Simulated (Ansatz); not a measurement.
**wB97X/aug-cc-pVDZ run of COF2 (carbonyl fluoride)**

Aim: the electronic atomisation energy of COF2 (carbonyl fluoride) at wB97X/aug-cc-pVDZ, from 4 runs. 

The calculation is run with Ansatz 0.2.0.

55 further runs of the same task are left out: 55 set aside as unsound or not needed.

## (1) The system as given

COF2: 4 atoms, total charge 0, spin state singlet. As SMILES, `O=C(F)F`. Geometry: relaxed at PBE0-D4/def2-TZVP.

Bond lengths: O1–C2 1.169 Å, C2–F3 1.309 Å, C2–F4 1.309 Å. Angles: O1–C2–F3 126.1°, O1–C2–F4 126.1°, F3–C2–F4 107.8°.

## (2) The energy at wB97X/aug-cc-pVDZ

The input, run.yaml:

```yaml
crystal:
  periodic: [false, false, false]
  atoms:
    - {symbol: O, position_ang: [-1.242660, -0.157400, 0.153910]}
    - {symbol: C, position_ang: [-0.091830, -0.011630, 0.011370]}
    - {symbol: F, position_ang: [0.845490, -0.826670, 0.424670]}
    - {symbol: F, position_ang: [0.488990, 0.995700, -0.589960]}
basis:
  gaussian: {orbitals: aug-cc-pVDZ}
hamiltonian: {xc: {name: wB97X}}
accuracy: high
output: {orbitals: {seedname: orbitals}}
```

Run with:

```console
$ ansatz run run.yaml --threads 1 --pin off --max-ram 3480MiB --events-out events.jsonl --progress --plain --runs-dir runs
```

The program printed:

```text
Warning: RAYON_NUM_THREADS=1 ignored (pool sized by the plan → 1); use --threads N
Functional definition: wB97X
  name "wB97X"
  parameter omega = 0.3/bohr
  parameter cx = 0.157706
  parameter cx1 = 0.726479
  parameter cx2 = 1.04760
  parameter cx3 = -5.70635
  parameter cx4 = 13.2794
  parameter css1 = -4.33879
  parameter css2 = 18.2308
  parameter css3 = -31.7430
  parameter css4 = 17.2901
  parameter cos1 = 2.37031
  parameter cos2 = -11.3995
  parameter cos3 = 6.58405
  parameter cos4 = -3.78132
  exchange = spin_sum(e_x_unif_sr(omega)*poly(b97_u_x, 1 - cx, cx1, cx2, cx3, cx4)) + cx*exact_x_sr(omega)
      + exact_x_lr(omega)
  correlation = spin_sum(e_c_pw_same_spin*poly(b97_u_same, 1, css1, css2, css3, css4))
      + integral(e_c_pw_opposite_spin*poly(b97_u_opposite, 1, cos1, cos2, cos3, cos4))
1819 factors; integrals over basis functions are off by at most 3.1e-9 eV
342 factors; integrals over basis functions are off by at most 1.8e-9 eV
mean field evaluation 1: about -8512.1925 eV, gradient 5.3e1 eV
mean field evaluation 2: about -8509.6681 eV, gradient 6.8e1 eV
mean field evaluation 4: about -8516.8784 eV, gradient 2.6e0 eV
mean field evaluation 8: about -8516.8902 eV, gradient 1.2e-1 eV
mean field evaluation 16: about -8516.8903 eV, gradient 3.3e-5 eV
mean field -8516.89030665 eV, -312.9899458138 hartree, gradient 2.9e-8 eV, S^2 0.000000; 0 other end points of the search recorded, 0 dependent functions left out
reference -8516.89030312 eV, -312.9899456841 hartree; 16, 16 occupied and 76, 76 virtual orbitals, 1819 factors
Total energy: -8516.89030312 eV, -312.9899456841 hartree
```

Run time: 14 s. Hardware: 1 thread of Arm Neoverse V1, shared host; peak memory 0.4 GiB.

## (3) The C atom, same level

The input, run.yaml:

```yaml
crystal:
  periodic: [false, false, false]
  atoms:
    - {symbol: C, position_ang: [0.000000, 0.000000, 0.000000]}
basis:
  gaussian: {orbitals: aug-cc-pVDZ}
magnetization: {spin_polarized: true, initial_magnetization: 2}
hamiltonian: {xc: {name: wB97X}}
accuracy: high
```

Run the same way, it converges to -37.84121 Eh (log not shown).

## (4) The F atom, same level

The input, input.yaml:

```yaml
crystal:
  periodic: [false, false, false]
  atoms:
    - symbol: F
      position_ang: [0.000000, 0.000000, 0.000000]
basis:
  gaussian:
    orbitals: aug-cc-pVDZ
magnetization:
  spin_polarized: true
  initial_magnetization: 1
hamiltonian:
  xc: {name: wB97X}
accuracy: high
```

Run the same way, it converges to -99.71648 Eh (log not shown).

## (5) The O atom at the same level

run.yaml, as its differences from that of step 3:

```diff
@@ -3,3 +3,4 @@
   atoms:
-    - {symbol: C, position_ang: [0.000000, 0.000000, 0.000000]}
+    - symbol: O
+      position_ang: [0.000000, 0.000000, 0.000000]
 basis:
```

Run the same way, it converges to -75.05760 Eh (log not shown).

## (6) Summary of results

Level: wB97X/aug-cc-pVDZ.

| quantity | value |
| --- | --- |
| molecule: total energy | -312.98995 Eh |
| molecule: HOMO energy | -12.95 eV |
| molecule: LUMO energy | 1.84 eV |
| molecule: HOMO–LUMO gap | 14.79 eV |
| C atom: total energy | -37.84121 Eh |
| C atom: ⟨S²⟩ | 2.005 |
| F atom: total energy | -99.71648 Eh |
| F atom: ⟨S²⟩ | 0.752 |
| O atom: total energy | -75.05760 Eh |
| O atom: ⟨S²⟩ | 2.005 |
| electronic atomisation energy | 17.910 eV |

In words: Taking the molecule apart into free atoms costs 17.91 eV (413 kcal/mol), before zero-point energy and without spin-orbit coupling.
